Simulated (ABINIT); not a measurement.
A run of ABINIT 10.8.3 (patched build) is set up as follows.

Contents of run.abi:

```
# Pseudopotentials
pp_dirpath "./"
pseudos "Li.upf, P.upf"

# Structure
acell 3*1.0 Angstrom
rprim
    -1.6664090530     1.6664090530     4.2010106435
     1.6664090530    -1.6664090530     4.2010106435
     1.6664090530     1.6664090530    -4.2010106435
ntypat 2
znucl 3 15
natom 3
typat 1 1 2
xcart
     0.0000000000     0.0000000000    10.6657396678
     0.0000000000     0.0000000000     5.2117794579
     0.0000000000     0.0000000000     0.0000000000
chkprim 0
chksymtnons 0
tolsym 1.0e-6

# Plane-wave basis
ecut 30.0

# k points
kptopt 1
ngkpt 8 8 8
nshiftk 1
shiftk 0.0 0.0 0.0

# Exchange and correlation
ixc 7

# Bands and occupations
nband 10
occopt 3
tsmear 0.05 eV

# SCF cycle
nstep 100
tolvrs 1.0e-10

# Output
iomode 3
prtwf 0
prtden 0
prteig 0
prtebands 0
```

Potentials or basis: PseudoDojo NC SR LDA v0.4.1 standard.

Launch:

```sh
$ abinit run.abi > log 2>&1
```

Question: What does it give for the largest force?

Answer: 0.682 eV/Å.

Question: What does it give for the band gap on the k mesh?

Answer: None (metal or under the smearing width).

Forces on the atoms (eV/Å):
```
Li   0.000  0.000 -0.682
Li   0.000  0.000  0.682
P    0.000  0.000  0.000
```
